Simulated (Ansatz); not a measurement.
# C2H9AlFN: basis-set convergence

Aim: see how fast density functionals converge with the basis set for C2H9AlFN.

Program: Ansatz 0.2.0, Gaussian basis. Level of theory: one geometry, several basis sets. These are calculated values, not measurements.

The runs, in order: PBE0-D4/def2-SVP; ωB97M-V/def2-SVP; PBE0-D4/def2-QZVPP; ωB97M-V/def2-QZVPP; the functionals' def2-TZVPP values are taken from earlier runs.

## 1. Structure used throughout

The geometry comes from an earlier relaxation with PBE0-D4 in a triple-zeta def2 set; it is a stationary point, not always the lowest conformer.

SMILES `[CH3][Al-]([CH3])([NH3+])[F]`, 14 atoms, charge 0, spin multiplicity 1.

Atoms are counted from 1 here; the program's logs count them from 0.

Bond lengths: C1–Al2 1.965 Å, C1–H6 1.096 Å, C1–H7 1.095 Å, C1–H8 1.096 Å, Al2–C3 1.965 Å, Al2–N4 2.057 Å, Al2–F5 1.687 Å, C3–H9 1.096 Å, C3–H10 1.095 Å, C3–H11 1.096 Å, N4–H12 1.014 Å, N4–H13 1.015 Å, N4–H14 1.015 Å. Angles: Al2–C1–H6 112.6°, Al2–C1–H7 111.1°, Al2–C1–H8 112.8°, H6–C1–H7 106.3°, H6–C1–H8 107.4°, H7–C1–H8 106.4°, C1–Al2–C3 120.8°, C1–Al2–N4 102.8°, C1–Al2–F5 115.2°, C3–Al2–N4 102.7°, C3–Al2–F5 115.2°, N4–Al2–F5 93.9°, Al2–C3–H9 112.8°, Al2–C3–H10 111.1°, Al2–C3–H11 112.6°, H9–C3–H10 106.3°, H9–C3–H11 107.4°, H10–C3–H11 106.3° and more.

Geometry (Å):

```
C    -1.6638    0.9605   -0.2030
Al    0.2091    0.3904   -0.3666
C     1.4481    0.5608    1.1485
N     0.0468   -1.6475   -0.5929
F     0.8996    0.6195   -1.8881
H    -2.1528    0.5479    0.6871
H    -1.7383    2.0497   -0.1164
H    -2.2701    0.6778   -1.0706
H     2.4101    0.0690    0.9668
H     1.6738    1.6121    1.3566
H     1.0377    0.1456    2.0763
H    -0.3347   -2.1323    0.2122
H     0.9657   -2.0327   -0.7879
H    -0.5441   -1.8501   -1.3932
```

## 2. PBE0-D4 in def2-SVP

Input file in.yaml:

```yaml
crystal:
  periodic: [false, false, false]
  atoms:
    - {symbol: C, position_ang: [-1.663826, 0.960466, -0.202969]}
    - {symbol: Al, position_ang: [0.209064, 0.390433, -0.366557]}
    - {symbol: C, position_ang: [1.448113, 0.560752, 1.148464]}
    - {symbol: N, position_ang: [0.046763, -1.647501, -0.592852]}
    - {symbol: F, position_ang: [0.899597, 0.619484, -1.888141]}
    - {symbol: H, position_ang: [-2.152750, 0.547853, 0.687135]}
    - {symbol: H, position_ang: [-1.738310, 2.049704, -0.116394]}
    - {symbol: H, position_ang: [-2.270145, 0.677837, -1.070571]}
    - {symbol: H, position_ang: [2.410116, 0.069023, 0.966815]}
    - {symbol: H, position_ang: [1.673786, 1.612070, 1.356570]}
    - {symbol: H, position_ang: [1.037719, 0.145606, 2.076253]}
    - {symbol: H, position_ang: [-0.334732, -2.132261, 0.212203]}
    - {symbol: H, position_ang: [0.965688, -2.032665, -0.787869]}
    - {symbol: H, position_ang: [-0.544084, -1.850102, -1.393187]}
basis:
  gaussian: {orbitals: def2-SVP}
hamiltonian: {xc: pbe0, dispersion: d4}
output: {orbitals: {seedname: orbitals}}
```

After this run come: ωB97M-V in def2-SVP; PBE0-D4 in def2-QZVPP; ωB97M-V in def2-QZVPP.

Q: Predict the results of all the runs planned. Wanted: PBE0-D4: double and triple zeta above quadruple; ωB97M-V: double and triple zeta above quadruple.

**Answer**, as computed:

```
                                       quantity           value
PBE0-D4: double and triple zeta above quadruple  10.62, 0.60 eV
ωB97M-V: double and triple zeta above quadruple  10.89, 0.57 eV
```

**Reading.** For PBE0-D4 the step from double to triple zeta gains 10.02 eV and the next only 0.60 eV. These are total energies; as a rule much of such shifts cancels in differences, which this series doesn't test. The LUMO of ωB97M-V is positive and keeps falling with the basis (1.94 to 0.73 eV): an unbound level that the basis holds in place.
